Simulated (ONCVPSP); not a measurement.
# Copper: generating and testing an ONCV potential

Do these settings give a usable potential? It is generated, then checked for transferability, scattering, ghosts and hardness.

Program: ONCVPSP 4.0.1.1 (patched build). Reference atom: LDA (Perdew-Wang 92), scalar-relativistic, spherical and spin-unpolarised. All values are calculated.

**1. The atom and the settings**

The settings as typed:

- element: copper (Cu, Z = 29)
- type: optimised norm-conserving Vanderbilt (ONCV)
- frozen core: [Ne]
- valence charge: 19
- reference configuration: 3s2 3p6 3d10 4s1
- partial waves: 3s+4s: rc 1.00 bohr, ncon 5, nbas 9, qcut 11.3 1/bohr, 2 projectors; 3p: rc 1.05 bohr, ncon 3, nbas 6, qcut 15.6 1/bohr, 1 projector; 3d: rc 0.85 bohr, ncon 4, nbas 9, qcut 21.5 1/bohr, local
- local potential: the d channel
- core correction: polynomial model core, fcfact 0.35

**2. The generation run**

File Cu.dat:

```
# ATOM AND REFERENCE CONFIGURATION
# atsym  z   nc   nv     iexc    psfile
  Cu 29.00    3    4  -001012      upf
#
#   n    l    f
    1    0    2.00
    2    0    2.00
    2    1    6.00
    3    0    2.00
    3    1    6.00
    3    2   10.00
    4    0    1.00
#
# PSEUDOPOTENTIAL AND OPTIMIZATION
# lmax
    2
#
#   l,   rc,      ep,       ncon, nbas, qcut
    0    1.00    0.00    5    9   11.30
    1    1.05    0.00    3    6   15.60
    2    0.85    0.00    4    9   21.50
#
# LOCAL POTENTIAL
# lloc, lpopt,  rc(5),   dvloc0
    2    5    0.85    0.00
#
# VANDERBILT-KLEINMAN-BYLANDER PROJECTORs
# l, nproj, debl
    0    2    3.90
    1    1    3.10
    2    0    3.80
#
# MODEL CORE CHARGE
# icmod, fcfact, rcfact
    1    0.35    0.00
#
# LOG DERIVATIVE ANALYSIS
# epsh1, epsh2, depsh
   -6.00    5.00    0.04
#
# OUTPUT GRID
# rlmax, drl
    6.00    0.01
#
# TEST CONFIGURATIONS
# ncnf
    4
# nvcnf
#   n    l    f
    4
    3    0    2.00
    3    1    6.00
    3    2   10.00
    4    0    0.00
#
    4
    3    0    2.00
    3    1    6.00
    3    2    9.00
    4    0    0.00
#
    4
    3    0    2.00
    3    1    6.00
    3    2    8.00
    4    0    0.00
#
    5
    3    0    2.00
    3    1    6.00
    3    2    9.00
    4    0    1.00
    4    1    1.00
#
```

Run with:

```sh
$ oncvpsp.x < Cu.dat > Cu.out
```

What does the calculation give? Wanted: cutoffs for 1 and 0.1 mHa per electron, occupied waves; bound ghosts; GHOST(+) flags; largest test error; largest phase difference near zero energy, channels read; rms error of d²Exc/dn², without and with the model core.

As calculated:

```
                                                quantity                                                 value
  cutoffs for 1 and 0.1 mHa per electron, occupied waves                                     147 Ha and 170 Ha
                                            bound ghosts                                            none found
                                          GHOST(+) flags                                           s at 589 eV
                            largest test error (AE − PS)  +9.3 meV, for 3s2 3p6 3d9 4s1 4p1 (2 tests unsolved)
largest phase difference near zero energy, channels read                                             0.002 rad
 rms error of d²Exc/dn², without and with the model core                                     2.33 and 0.75 mHa
```

**Reading.** By total energies transferability is good where solved: the largest error is 9.3 meV on 6.9 eV, for 3s2 3p6 3d9 4s1 4p1. Of the tests 2 gave no usable energy difference, which is a warning in itself. It counts as very hard, with 147 Ha needed at the looser tolerance. At the looser tolerance the 3d wave is the slowest; 3s needs 56 Ha. The program's ghost test flags no bound state. Near zero energy the phases of the channels with partial waves agree within 0.002 rad. The program also flags highly localised states, GHOST(+) (s). These are tests on the free atom; a crystal test is still owed.
